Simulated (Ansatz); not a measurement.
# CH4BClS: two geometries relaxed

Are the two ends of the shift of H7 from C3 to B2 separate minima, and which lies lower? Each is relaxed from a guess. SMILES of the start: SBCCl.

Method: RKS LDA/6-31G*, in Ansatz 0.2.0.

## Step 1: Starting point

Bond lengths: S1–B2 1.832 Å, B2–C3 1.578 Å, C3–Cl4 1.810 Å, S1–H5 1.440 Å, B2–H6 1.186 Å, C3–H7 1.058 Å, C3–H8 1.166 Å. Angles: S1–B2–C3 118.3°, S1–B2–H6 119.6°, C3–B2–H6 122.1°, B2–S1–H5 93.2°, B2–C3–Cl4 109.9°, B2–C3–H7 112.3°, B2–C3–H8 108.3°, Cl4–C3–H7 111.2°, Cl4–C3–H8 104.5°, H7–C3–H8 110.4°.

As a file:

```xyz
8

S    -0.4900    1.7827   -0.9560
B    -0.0317    0.5950    0.3610
C     0.4571   -0.8433   -0.0670
Cl    0.9691   -1.7808    1.3945
H    -1.8658    1.3591   -0.9714
H    -0.1024    0.9252    1.4983
H    -0.2763   -1.3685   -0.6200
H     1.4322   -0.7264   -0.6952
```

## Step 2: Relaxing end A

input.yaml

```yaml
crystal:
  periodic: [false, false, false]
  atoms:
    - { symbol: S, position_ang: [-0.49, 1.7827, -0.956] }
    - { symbol: B, position_ang: [-0.0317, 0.595, 0.361] }
    - { symbol: C, position_ang: [0.4571, -0.8433, -0.067] }
    - { symbol: Cl, position_ang: [0.9691, -1.7808, 1.3945] }
    - { symbol: H, position_ang: [-1.8658, 1.3591, -0.9714] }
    - { symbol: H, position_ang: [-0.1024, 0.9252, 1.4983] }
    - { symbol: H, position_ang: [-0.2763, -1.3685, -0.62] }
    - { symbol: H, position_ang: [1.4322, -0.7264, -0.6952] }
basis:
  gaussian: { orbitals: "6-31G*" }
hamiltonian:
  xc: lda
relax:
  f_tol: 0.02
  max_steps: 50
```

On the command line:

```bash
ansatz run input.yaml --threads 1 --pin off --max-ram 2048MiB --backend cpu --events-out ev --progress --plain --runs-dir out
```

The program printed, cut to the lines that bear on the results:

```text
Warning: RAYON_NUM_THREADS=1 ignored (pool sized by the plan → 1); use --threads N
[...]
Functional definition: SPW92
[...]
925 factors; their error is unknown
[...]
mean field -25038.95648640 eV, -920.1646788609 hartree, gradient 2.3e-5 eV, S^2 0.000000; 0 other end points of the search recorded, 0 dependent functions left out
[...]
reference -25038.95651259 eV, -920.1646798234 hartree; 24, 24 occupied and 52, 52 virtual orbitals, 925 factors
relax step   1: F+E_penalty+E_count = -25038.95648640 eV  Δ(F+E_penalty+E_count) = +0.000e0 eV  max|allowed force component| = 2.624e0 eV/Å  Δτ_max = 0.0000 Å  (26 SCF iters, accepted)
[...]
relax step   4: F+E_penalty+E_count = -25039.24591240 eV  Δ(F+E_penalty+E_count) = -6.615e-2 eV  max|allowed force component| = 3.150e-1 eV/Å  Δτ_max = 0.1307 Å  (33 SCF iters, accepted)
[...]
relax step   7: F+E_penalty+E_count = -25039.73639043 eV  Δ(F+E_penalty+E_count) = -1.823e-1 eV  max|allowed force component| = 8.607e-1 eV/Å  Δτ_max = 0.1952 Å  (27 SCF iters, accepted)
[...]
relax step  10: F+E_penalty+E_count = -25039.97129153 eV  Δ(F+E_penalty+E_count) = -2.177e-2 eV  max|allowed force component| = 2.569e-1 eV/Å  Δτ_max = 0.1143 Å  (27 SCF iters, accepted)
[...]
relax step  13: F+E_penalty+E_count = -25039.98735918 eV  Δ(F+E_penalty+E_count) = -2.125e-3 eV  max|allowed force component| = 9.317e-2 eV/Å  Δτ_max = 0.0388 Å  (28 SCF iters, accepted)
[...]
relax step  14: F+E_penalty+E_count = -25039.98984557 eV  Δ(F+E_penalty+E_count) = -2.486e-3 eV  max|allowed force component| = 1.499e-1 eV/Å  Δτ_max = 0.1479 Å  (26 SCF iters, accepted)
[...]
925 factors; their error is unknown
```

## Step 3: The output, continued: end point A relaxed

Output, continued, cut to the lines that bear on the results:

```text
mean field -25039.99126070 eV, -920.2027061152 hartree, gradient 1.4e-5 eV, S^2 0.000000; 0 other end points of the search recorded, 0 dependent functions left out
[...]
reference -25039.99128731 eV, -920.2027070931 hartree; 24, 24 occupied and 52, 52 virtual orbitals, 925 factors
relax step  15: F+E_penalty+E_count = -25039.99126070 eV  Δ(F+E_penalty+E_count) = -1.415e-3 eV  max|allowed force component| = 9.310e-2 eV/Å  Δτ_max = 0.0157 Å  (30 SCF iters, accepted)
[...]
relax step  17: F+E_penalty+E_count = -25039.99389648 eV  Δ(F+E_penalty+E_count) = -9.799e-4 eV  max|allowed force component| = 8.418e-2 eV/Å  Δτ_max = 0.0538 Å  (28 SCF iters, accepted)
[...]
relax step  19: F+E_penalty+E_count = -25039.99581028 eV  Δ(F+E_penalty+E_count) = -7.187e-4 eV  max|allowed force component| = 1.358e-1 eV/Å  Δτ_max = 0.0826 Å  (28 SCF iters, accepted)
[...]
reference -25039.99857318 eV, -920.2029748437 hartree; 24, 24 occupied and 52, 52 virtual orbitals, 925 factors
Total energy: -25039.99857318 eV, -920.2029748437 hartree
Atom 0 at    -0.284901     1.650447    -0.972770 Å, force    -0.002562     0.000463    -0.004264 eV/Å
Atom 1 at    -0.426147     0.269537     0.132962 Å, force     0.004597     0.002299     0.003744 eV/Å
Atom 2 at     0.501952    -0.965474    -0.112246 Å, force     0.006534     0.002077     0.009231 eV/Å
Atom 3 at     1.575081    -0.934082     1.335900 Å, force    -0.005700     0.000086    -0.008460 eV/Å
Atom 4 at    -1.194268     2.480933    -0.388418 Å, force     0.001825     0.000151     0.002454 eV/Å
Atom 5 at    -1.193162     0.292296     1.059845 Å, force    -0.004245    -0.001857    -0.001856 eV/Å
Atom 6 at    -0.034668    -1.930496    -0.105005 Å, force    -0.000663    -0.001685    -0.000139 eV/Å
Atom 7 at     1.148313    -0.920162    -1.006068 Å, force     0.000213    -0.001534    -0.000710 eV/Å
Dipole moment:    -0.304470     0.052793    -0.202963 e Å
```

Run time: 14 s. Hardware: 1 thread of AMD EPYC 9R45 (Zen 5), shared host; peak memory 0.16 GiB.

Step by step:

| step | energy from step 1 (eV) | largest force component (eV/Å) |
| --- | --- | --- |
| 1 | 0.0000 | 2.6239 |
| 2 | -0.1934 | 0.6647 |
| 3 | -0.2233 | 0.3431 |
| 4 | -0.2894 | 0.3150 |
| 5 | -0.4205 | 0.5608 |
| 6 | -0.5976 | 0.7003 |
| 7 | -0.7799 | 0.8607 |
| 8 | -0.9113 | 0.6635 |
| 9 | -0.9930 | 0.3703 |
| 10 | -1.0148 | 0.2569 |
| 11 | -1.0233 | 0.2787 |
| 12 | -1.0287 | 0.1193 |
| 13 | -1.0309 | 0.0932 |
| 14 | -1.0334 | 0.1499 |
| 15 | -1.0348 | 0.0931 |
| 16 | -1.0364 | 0.0641 |
| 17 | -1.0374 | 0.0842 |
| 18 | -1.0386 | 0.1034 |
| 19 | -1.0393 | 0.1358 |
| 20 | -1.0404 | 0.1052 |
| 21 | -1.0413 | 0.0132 |
| 22 | -1.0419 | 0.0186 |
| 23x | -1.0416 | 0.0597 |
| 24 | -1.0421 | 0.0092 |

Step 1 is the start. 1 step was tried and not accepted (marked x).

After: Bond lengths: S1–B2 1.775 Å, B2–C3 1.564 Å, C3–Cl4 1.803 Å, S1–H5 1.363 Å, B2–H6 1.203 Å, C3–H7 1.104 Å, C3–H8 1.104 Å. Angles: S1–B2–C3 118.0°, S1–B2–H6 121.1°, C3–B2–H6 120.9°, B2–S1–H5 98.9°, B2–C3–Cl4 102.3°, B2–C3–H7 113.6°, B2–C3–H8 116.2°, Cl4–C3–H7 107.4°, Cl4–C3–H8 107.5°, H7–C3–H8 109.0°.

## Step 4: Relaxing end B

The second end starts from a geometry with the move made by hand.

input.yaml, as its differences from that of step 2:

```diff
@@ -9,3 +9,3 @@
     - { symbol: H, position_ang: [-0.1024, 0.9252, 1.4983] }
-    - { symbol: H, position_ang: [-0.2763, -1.3685, -0.62] }
+    - { symbol: H, position_ang: [-0.08738, -0.33274, 1.07171] }
     - { symbol: H, position_ang: [1.4322, -0.7264, -0.6952] }
```

On the command line:

```bash
ansatz run input.yaml --threads 1 --pin off --max-ram 2048MiB --backend cpu --events-out ev --progress --plain --runs-dir out
```

The program printed, cut to the lines that bear on the results:

```text
Warning: RAYON_NUM_THREADS=1 ignored (pool sized by the plan → 1); use --threads N
[...]
Functional definition: SPW92
[...]
925 factors; their error is unknown
[...]
mean field -25034.96852572 eV, -920.0181240091 hartree, gradient 5.5e-5 eV, S^2 0.000000; 0 other end points of the search recorded, 0 dependent functions left out
[...]
reference -25034.96855242 eV, -920.0181249902 hartree; 24, 24 occupied and 52, 52 virtual orbitals, 925 factors
relax step   1: F+E_penalty+E_count = -25034.96852572 eV  Δ(F+E_penalty+E_count) = +0.000e0 eV  max|allowed force component| = 3.815e0 eV/Å  Δτ_max = 0.0000 Å  (28 SCF iters, accepted)
[...]
relax step   5: F+E_penalty+E_count = -25037.22129995 eV  Δ(F+E_penalty+E_count) = -5.572e-1 eV  max|allowed force component| = 1.875e0 eV/Å  Δτ_max = 0.1948 Å  (35 SCF iters, accepted)
[...]
relax step   9: F+E_penalty+E_count = -25039.20666520 eV  Δ(F+E_penalty+E_count) = -3.238e-1 eV  max|allowed force component| = 6.641e-1 eV/Å  Δτ_max = 0.1949 Å  (29 SCF iters, accepted)
[...]
relax step  13: F+E_penalty+E_count = -25039.76445678 eV  Δ(F+E_penalty+E_count) = +3.670e-2 eV  max|allowed force component| = 1.594e0 eV/Å  Δτ_max = 0.2000 Å  (33 SCF iters, rejected (line search))
[...]
relax step  17: F+E_penalty+E_count = -25039.97037020 eV  Δ(F+E_penalty+E_count) = +3.824e-3 eV  max|allowed force component| = 3.020e-1 eV/Å  Δτ_max = 0.1997 Å  (26 SCF iters, rejected (line search))
[...]
relax step  18: F+E_penalty+E_count = -25039.98283947 eV  Δ(F+E_penalty+E_count) = -8.645e-3 eV  max|allowed force component| = 4.004e-1 eV/Å  Δτ_max = 0.0997 Å  (27 SCF iters, accepted)
[...]
relax step  19: F+E_penalty+E_count = -25039.97833708 eV  Δ(F+E_penalty+E_count) = +4.502e-3 eV  max|allowed force component| = 2.220e-1 eV/Å  Δτ_max = 0.0860 Å  (28 SCF iters, rejected (line search))
```

## Step 5: The output, continued: end point B relaxed

Output, continued, cut to the lines that bear on the results:

```text
[...]
925 factors; their error is unknown
[...]
mean field -25039.99067653 eV, -920.2026846474 hartree, gradient 1.4e-5 eV, S^2 0.000000; 0 other end points of the search recorded, 0 dependent functions left out
[...]
reference -25039.99070338 eV, -920.2026856339 hartree; 24, 24 occupied and 52, 52 virtual orbitals, 925 factors
relax step  20: F+E_penalty+E_count = -25039.99067653 eV  Δ(F+E_penalty+E_count) = -7.837e-3 eV  max|allowed force component| = 6.864e-2 eV/Å  Δτ_max = 0.0399 Å  (29 SCF iters, accepted)
[...]
relax step  23: F+E_penalty+E_count = -25039.99365608 eV  Δ(F+E_penalty+E_count) = -9.588e-4 eV  max|allowed force component| = 6.265e-2 eV/Å  Δτ_max = 0.0527 Å  (29 SCF iters, accepted)
[...]
reference -25039.99858718 eV, -920.2029753583 hartree; 24, 24 occupied and 52, 52 virtual orbitals, 925 factors
Total energy: -25039.99858718 eV, -920.2029753583 hartree
Atom 0 at    -0.385330     1.507977    -1.089545 Å, force     0.000276    -0.001125     0.000791 eV/Å
Atom 1 at    -0.315563     0.494253     0.365594 Å, force    -0.001841     0.003307     0.000960 eV/Å
Atom 2 at     0.387769    -0.898706     0.258271 Å, force     0.007501     0.001390    -0.000241 eV/Å
Atom 3 at     1.834659    -0.683049     1.310996 Å, force    -0.002083     0.000690    -0.002045 eV/Å
Atom 4 at    -1.006077     2.597604    -0.555290 Å, force     0.000501     0.000953    -0.000037 eV/Å
Atom 5 at    -0.773886     0.876687     1.410573 Å, force     0.000053    -0.001798    -0.001662 eV/Å
Atom 6 at    -0.207119    -1.727718     0.680144 Å, force    -0.003046    -0.003503     0.001645 eV/Å
Atom 7 at     0.746667    -1.188288    -0.744833 Å, force    -0.001361     0.000086     0.000589 eV/Å
Dipole moment:    -0.344308     0.049897    -0.124561 e Å
```

Wall time 19 s (1 thread of AMD EPYC 9R45 (Zen 5), shared host); peak memory 0.17 GiB.

Relaxation path, one in 2:

| step | energy from step 1 (eV) | largest force component (eV/Å) |
| --- | --- | --- |
| 1 | 0.0000 | 3.8149 |
| 3 | -1.2660 | 1.9367 |
| 5 | -2.2528 | 1.8752 |
| 7 | -3.4242 | 1.6664 |
| 9 | -4.2381 | 0.6641 |
| 11 | -4.6229 | 1.2845 |
| 13x | -4.7959 | 1.5942 |
| 15 | -4.9808 | 0.1996 |
| 17x | -5.0018 | 0.3020 |
| 19x | -5.0098 | 0.2220 |
| 21 | -5.0228 | 0.1012 |
| 23 | -5.0251 | 0.0627 |
| 25 | -5.0268 | 0.1175 |
| 27 | -5.0287 | 0.1370 |
| 29 | -5.0298 | 0.0608 |
| 31x | -5.0300 | 0.0222 |
| 32 | -5.0300 | 0.0075 |

Step 1 is the start. 4 steps were tried and not accepted (marked x).

After: Bond lengths: S1–B2 1.775 Å, B2–C3 1.564 Å, C3–Cl4 1.802 Å, S1–H5 1.363 Å, B2–H6 1.203 Å, C3–H7 1.104 Å, C3–H8 1.104 Å. Angles: S1–B2–C3 118.0°, S1–B2–H6 121.0°, C3–B2–H6 120.9°, B2–S1–H5 98.8°, B2–C3–Cl4 102.4°, B2–C3–H7 113.6°, B2–C3–H8 116.2°, Cl4–C3–H7 107.4°, Cl4–C3–H8 107.5°, H7–C3–H8 109.0°.

Pairs that crossed the distance rule for bonds on the way: came closer C3–H7; moved apart B2–H7.

## Step 6: Results

```
                           quantity                     value
                              end A  22 moves, 1.042 eV lower
                              end B  27 moves, 5.030 eV lower
largest difference between the ends                    0.00 Å
            end B relative to end A                 -0.000 eV
```

In words: Both starts fell into the same minimum (no atom differs by more than 0.00 Å), so from this start no second minimum was found and no band was run; another arrangement could still be one.
